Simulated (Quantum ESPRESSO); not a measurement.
A run of Quantum ESPRESSO 7.5 is set up as follows.

pw.in

```
&CONTROL
  calculation = 'scf'
  prefix = 'pwscf'
  outdir = './tmp'
  pseudo_dir = './pseudo'
  tprnfor = .true.
  tstress = .true.
  disk_io = 'nowf'
/
&SYSTEM
  ibrav = 0
  nat = 4
  ntyp = 2
  ecutwfc = 45
  ecutrho = 360
  nbnd = 43
  occupations = 'smearing'
  smearing = 'fd'
  degauss = 0.00367493
  nspin = 2
  starting_magnetization(1) = 0.0556
  starting_magnetization(2) = 0.0833
/
&ELECTRONS
  conv_thr = 8d-10
  electron_maxstep = 120
  mixing_beta = 0.3
/
ATOMIC_SPECIES
Ni    58.6934 ni_pbesol_v1.4.uspp.F.UPF
Ti    47.8670 ti_pbesol_v1.4.uspp.F.UPF
CELL_PARAMETERS angstrom
   4.0860423500    0.0000000000    0.0000000000
   0.0000000000    2.8562042400    0.0000000000
   0.0000000000    0.0000000000    4.5867576300
ATOMIC_POSITIONS crystal
Ni     0.7505100000   -0.0082190000    0.8225210000
Ni     0.2510220000   -0.0062090000    0.1747580000
Ti     0.7545630000    0.4954360000    0.2787390000
Ti     0.2496620000    0.4812260000    0.7181270000
K_POINTS automatic
7 9 6 0 0 0
```

Potentials or basis: GBRV 1.5 PBEsol.

Launch:

```bash
$ OMP_NUM_THREADS=1 mpirun -n 2 pw.x -nk 2 -in pw.in > pw.out
```

Problem. Estimate the band gap on the k mesh.

Solution. None (metal or under the smearing width).

Problem. What does it give for the pressure?

Solution. -3.4 GPa.

Forces on the atoms (eV/Å):
```
Ni  -0.002 -0.057 -0.147
Ni   0.043 -0.044  0.143
Ti  -0.104  0.009 -0.274
Ti   0.063  0.092  0.277
```
